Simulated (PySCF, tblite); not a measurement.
# GaH₅O₃Si, a small molecule taken as a stand-in for a surface group (gallium hydroxide): NMR shifts, core binding energies and electronic excitations

What NMR shifts, core binding energies and electronic excitations should one expect for `[OH][Ga]([OH])[O][SiH3]`?

Programs: tblite 0.8.0 and PySCF 2.14.0. All values are calculated, for the isolated system unless a continuum is named. Atoms count from 0, parts from 1.

## 1. Starting point

10 atoms, charge 0, multiplicity 1; geometry: distance geometry start.

## 2. Relaxing the cluster with GFN2-xTB

The job: settings as JSON, then the geometry in Å.

```
{"job": {"kind": "relax", "xc": "GFN2-xTB", "basis": "xTB"}, "charge": 0, "multiplicity": 1}
O     -0.945028     0.954670    -1.845932
Ga    -0.813815     1.634076    -0.098790
O     -2.304745     1.434609     1.030439
O      0.888626     1.378236     0.720756
Si     1.421316    -0.105448     1.452287
H     -0.894973     0.026589    -2.066902
H     -2.433798     0.731207     1.671330
H      2.263054    -0.825347     0.515932
H      0.323030    -0.895883     1.803328
H      2.205077     0.178648     2.590096
```

With the program's defaults for keys left out, this is: GFN2-xTB geometry optimisation, gas phase.

Started as:

```bash
$ OMP_NUM_THREADS=1 python cluster_run.py task.json out
```

The driver reads the jobs from task.json and runs them one after another.

The program printed:

```text
step      E/eV     max force
  0    -483.85084    2.860
  1    -484.09484    1.742
  2    -484.29489    1.545
  3    -484.41302    1.591
  4    -484.57417    0.759
  5    -484.59844    0.605
  6    -484.63949    0.449
  7    -484.64706    0.335
  8    -484.66313    0.304
  9    -484.67030    0.341
 10    -484.68894    0.314
 11    -484.69828    0.324
 12    -484.70893    0.316
 13    -484.72094    0.413
 14    -484.73772    0.487
 15    -484.75933    0.514
 16    -484.78302    0.517
 17    -484.80093    0.440
 18    -484.81244    0.527
 19    -484.79115    1.509
 20    -484.83428    0.408
 21    -484.84418    0.318
 22    -484.85911    0.816
 23    -484.86811    0.246
 24    -484.87166    0.254
 25    -484.88204    0.325
 26    -484.88834    0.208
 27    -484.90065    0.213
 28    -484.90686    0.164
 29    -484.91139    0.170
 30    -484.91554    0.183
 31    -484.92189    0.397
 32    -484.93240    0.380
 33    -484.94551    0.347
 34    -484.95442    0.421
 35    -484.94637    1.041
 36    -484.96298    0.226
 37    -484.96622    0.238
 38    -484.96726    1.358
 39    -484.98686    0.266
 40    -484.99340    0.162
 41    -484.98943    0.977
 42    -484.99964    0.089
 43    -485.00111    0.106
 44    -485.00251    0.174
 45    -485.00303    0.117
 46    -485.00411    0.066
 47    -485.00461    0.075
 48    -485.00518    0.059
 49    -485.00536    0.043
 50    -485.00550    0.055
 51    -485.00569    0.062
 52    -485.00598    0.052
 53    -485.00629    0.052
 54    -485.00652    0.037
 55    -485.00665    0.054
 56    -485.00677    0.063
 57    -485.00699    0.065
 58    -485.00739    0.070
 59    -485.00790    0.080
 60    -485.00823    0.053
 61    -485.00838    0.021
 62    -485.00844    0.020
 63    -485.00850    0.024
 64    -485.00860    0.033
 65    -485.00870    0.037
 66    -485.00878    0.035
 67    -485.00884    0.028
 68    -485.00890    0.025
 69    -485.00898    0.027
 70    -485.00907    0.036
 71    -485.00916    0.047
 72    -485.00926    0.047
 73    -485.00938    0.039
 74    -485.00951    0.045
 75    -485.00962    0.037
 76    -485.00970    0.027
 77    -485.00977    0.029
 78    -485.00987    0.044
 79    -485.01007    0.060
 80    -485.01035    0.075
 81    -485.01056    0.084
 82    -485.01063    0.058
 83    -485.01078    0.040
 84    -485.01081    0.032
 85    -485.01084    0.014
 86    -485.01086    0.010
 87    -485.01088    0.019
 88    -485.01092    0.025
 89    -485.01096    0.032
 90    -485.01102    0.022
 91    -485.01110    0.020
 92    -485.01117    0.013
 93    -485.01110    0.046
 94    -485.01119    0.010
 95    -485.01119    0.009
 96    -485.01124    0.013
 97    -485.01125    0.011
 98    -485.01127    0.018
 99    -485.01129    0.019
100    -485.01131    0.018
101    -485.01132    0.012
102    -485.01134    0.011
103    -485.01136    0.016
104    -485.01139    0.025
105    -485.01142    0.032
106    -485.01148    0.035
107    -485.01156    0.033
108    -485.01167    0.036
109    -485.01180    0.036
110    -485.01192    0.028
111    -485.01202    0.029
112    -485.01211    0.030
113    -485.01221    0.033
114    -485.01230    0.039
115    -485.01239    0.029
116    -485.01247    0.027
117    -485.01255    0.020
118    -485.01259    0.024
119    -485.01266    0.023
120    -485.01272    0.020
121    -485.01280    0.023
122    -485.01289    0.029
123    -485.01300    0.039
124    -485.01315    0.040
125    -485.01334    0.045
126    -485.01358    0.044
127    -485.01376    0.036
128    -485.01392    0.028
129    -485.01402    0.023
130    -485.01409    0.022
131    -485.01412    0.018
132    -485.01414    0.013
133    -485.01415    0.011
134    -485.01416    0.008
135    -485.01417    0.005
```

Wall time 0.94 s (1 thread of Intel Xeon Platinum 8488C, shared host).

Relaxation path:

```
step  energy from step 0 (eV)  largest force (eV/Å)
   0                   0.0000                2.8600
   5                  -0.7476                0.6045
  10                  -0.8381                0.3137
  15                  -0.9085                0.5142
  20                  -0.9834                0.4075
  25                  -1.0312                0.3246
  30                  -1.0647                0.1829
  35                  -1.0955                1.0416
  40                  -1.1426                0.1617
  45                  -1.1522                0.1167
  50                  -1.1547                0.0559
  55                  -1.1558                0.0544
  60                  -1.1574                0.0535
  65                  -1.1579                0.0371
  70                  -1.1582                0.0359
  75                  -1.1588                0.0379
  80                  -1.1595                0.0750
  85                  -1.1600                0.0136
  90                  -1.1602                0.0225
  95                  -1.1603                0.0091
 100                  -1.1605                0.0176
 105                  -1.1606                0.0320
 110                  -1.1611                0.0281
 115                  -1.1615                0.0293
 120                  -1.1619                0.0203
 125                  -1.1625                0.0448
 130                  -1.1633                0.0213
 135                  -1.1633                0.0050
```

Distances of close pairs at the start and the end, largest changes first:

```
  bond  before (Å)  after (Å)  change (Å)
Ga1–O3       1.907      1.743      -0.164
Ga1–O2       1.881      1.730      -0.151
O0–Ga1       1.879      1.730      -0.149
O3–Si4       1.738      1.629      -0.109
Si4–H8       1.398      1.463      +0.065
Si4–H9       1.411      1.463      +0.052
Si4–H7       1.450      1.468      +0.017
 O0–H5       0.955      0.958      +0.003
```

## 3. Optimising the geometry at PBE0-D3(BJ)/def2-SVP

The job: settings as JSON, then the geometry in Å.

```
{"job": {"xc": "PBE0", "basis": "def2-SVP", "d3": "d3bj", "grid": 2, "kind": "geom", "shake": 0.01}, "charge": 0, "multiplicity": 1}
O     -0.965032     0.521038    -2.302859
Ga    -1.127881     0.555487    -0.584640
O     -2.544964     1.225077     0.171208
O      0.161251    -0.088682     0.439213
Si     1.540884    -0.780894     0.859004
H     -0.205529     0.174670    -2.711313
H     -2.528009     1.202396     1.138751
H      2.313765    -1.133491    -0.340417
H      1.162298    -1.946589     1.669078
H      2.234768     0.245406     1.663449
```

The program printed:

```text
step   0  E = -2442.00465672  max force = 0.033282
step   1  E = -2442.01131812  max force = 0.015523
step   2  E = -2442.01220731  max force = 0.004139
step   3  E = -2442.01232958  max force = 0.001767
step   4  E = -2442.01241747  max force = 0.002133
step   5  E = -2442.01259336  max force = 0.004605
step   6  E = -2442.01276600  max force = 0.005362
step   7  E = -2442.01292135  max force = 0.003302
step   8  E = -2442.01310236  max force = 0.001065
step   9  E = -2442.01311041  max force = 0.000584
step  10  E = -2442.01311407  max force = 0.000194
optimisation converged
```

It took 72 s on 1 thread of Intel Xeon Platinum 8488C, shared host; peak memory 0.61 GiB.

Along the way:

```
step  energy from step 0 (eV)  largest force component (eV/Å)
   0                   0.0000                          1.7114
   1                  -0.1813                          0.7982
   2                  -0.2055                          0.2128
   3                  -0.2088                          0.0909
   4                  -0.2112                          0.1097
   5                  -0.2160                          0.2368
   6                  -0.2207                          0.2757
   7                  -0.2249                          0.1698
   8                  -0.2298                          0.0548
   9                  -0.2300                          0.0300
  10                  -0.2301                          0.0100
```

Close pairs (by a distance rule), those that changed most:

```
  bond  before (Å)  after (Å)  change (Å)
O3–Si4       1.600      1.653      +0.053
O0–Ga1       1.726      1.768      +0.042
 O0–H5       0.929      0.963      +0.034
Si4–H7       1.470      1.502      +0.032
Ga1–O2       1.740      1.764      +0.024
Si4–H8       1.469      1.493      +0.024
Si4–H9       1.477      1.494      +0.016
Ga1–O3       1.768      1.780      +0.012
```

The next job starts from the end point, and lists it.

```
                         at the end point                value
rotational constants (GHz, main isotopes)  5.533, 1.476, 1.182
                        dipole moment (D)                 1.75
```

## 4. NMR shieldings: PBE0/pcSseg-2

The job: settings as JSON, then the geometry in Å.

```
{"job": {"kind": "nmr", "xc": "PBE0", "basis": "pcSseg-2"}, "charge": 0, "multiplicity": 1}
O     -0.696241     0.445396    -2.236779
Ga    -1.090106     0.566517    -0.517647
O     -2.626761     1.260410     0.002266
O      0.043812    -0.002827     0.731000
Si     1.545055    -0.685051     0.841479
H      0.164161     0.044129    -2.399759
H     -2.716276     1.277284     0.961149
H      2.106832    -0.950734    -0.525926
H      1.470064    -1.981610     1.578086
H      2.480547     0.230670     1.560455
```

Level: GIAO PBE0/pcSseg-2 NMR shielding, non-relativistic, gas phase.

The program printed:

```text
coarse grid: 41728 points
cycle   1  E = -2442.3236051096  dE = -1.208e-01  |g| = 1.717e+00  |ddm| = 2.420e+00
cycle   2  E = -2441.4744244201  dE =  8.492e-01  |g| = 2.868e+00  |ddm| = 1.859e+00
cycle   3  E = -2442.6886449135  dE = -1.214e+00  |g| = 1.699e-01  |ddm| = 1.351e+00
cycle   4  E = -2442.6931574507  dE = -4.513e-03  |g| = 9.947e-02  |ddm| = 1.112e-01
cycle   5  E = -2442.6941399513  dE = -9.825e-04  |g| = 1.387e-02  |ddm| = 3.357e-02
cycle   6  E = -2442.6941591803  dE = -1.923e-05  |g| = 5.469e-03  |ddm| = 8.348e-03
cycle   7  E = -2442.6941636677  dE = -4.487e-06  |g| = 2.277e-03  |ddm| = 3.149e-03
final grid: 85704 points
cycle   8  E = -2442.6942034984  dE =  1.704e-06  |g| = 3.964e-03  |ddm| = 3.017e-03
cycle   9  E = -2442.6941974778  dE =  6.021e-06  |g| = 7.097e-03  |ddm| = 4.588e-03
cycle  10  E = -2442.6942061426  dE = -8.665e-06  |g| = 3.221e-04  |ddm| = 2.987e-03
cycle  11  E = -2442.6942061546  dE = -1.202e-08  |g| = 4.263e-05  |ddm| = 1.304e-04
cycle  12  E = -2442.6942061549  dE = -2.428e-10  |g| = 1.351e-05  |ddm| = 2.451e-05
converged SCF energy = -2442.6942061549

GIAO shielding tensors (ppm)
atom      isotropic    diamagn.    paramagn.     s11        s22        s33       span
  0 O      302.774     382.619     -79.845    256.930    325.138    326.256     69.326
  1 Ga    1500.718    2641.440   -1140.722   1237.275   1544.269   1720.611    483.336
  2 O      303.563     381.290     -77.727    267.468    310.086    333.134     65.666
  3 O      289.867     393.447    -103.580    233.429    317.018    319.154     85.725
  4 Si     380.394     877.343    -496.949    325.421    346.904    468.857    143.435
  5 H       29.732      32.402      -2.670     20.423     25.308     43.466     23.043
  6 H       30.031      31.396      -1.364     21.071     24.956     44.068     22.997
  7 H       26.007      29.816      -3.810     22.200     24.905     30.915      8.715
  8 H       26.053      28.673      -2.620     22.849     24.000     31.311      8.463
  9 H       26.051      28.651      -2.600     22.842     24.000     31.312      8.471
```

Wall time 41 s (1 thread of Intel Xeon Platinum 8488C, shared host); peak memory 1.2 GiB.

Shifts follow as δ = σ(reference) − σ, with reference shieldings (ppm) from runs at the same level and on the same kind of geometry: 1H TMS 31.25, 29Si TMS 341.3, 17O H2O 328.2, 71Ga GaH4- 1718. The references are single molecules in the gas phase, so shifts against H2O, NH3, PH3, H3PO4 or CFCl3 are not on the usual liquid scales and can be off by tens of ppm. Shifts against hydride references such as AlH4− lie on their own scale.

```
atoms                         environment  σ (ppm)  δ (ppm)
   H7   hydrogen on a silicon bonded to O    26.01     5.24
   H9   hydrogen on a silicon bonded to O    26.05     5.19
   H8   hydrogen on a silicon bonded to O    26.05     5.19
   H5  hydrogen on an oxygen bonded to Ga    29.73     1.51
   H6  hydrogen on an oxygen bonded to Ga    30.03     1.21
   O3             oxygen bonded to Ga, Si    289.9     38.3
   O0              oxygen bonded to Ga, H    302.8     25.4
   O2              oxygen bonded to Ga, H    303.6     24.6
  Ga1                    Ga bonded to 3 O     1501      217
  Si4            silicon bonded to O, 3 H    380.4    -39.1
```

The run also stored atomic charges by several schemes (e):

```
atoms  Mulliken    IAO  Hirshfeld  ESP fit
   O0     -0.54  -0.77      -0.36    -0.70
  Ga1      1.13   1.23       0.69     1.13
   O2     -0.55  -0.76      -0.36    -0.70
   O3     -0.77  -0.87      -0.38    -0.64
  Si4      0.78   0.88       0.36     0.50
```

Mayer bond orders: O0–Ga1 1.01, Ga1–O2 1.04, Ga1–O3 0.86, O3–Si4 0.93.

[end of part 1 of 2]
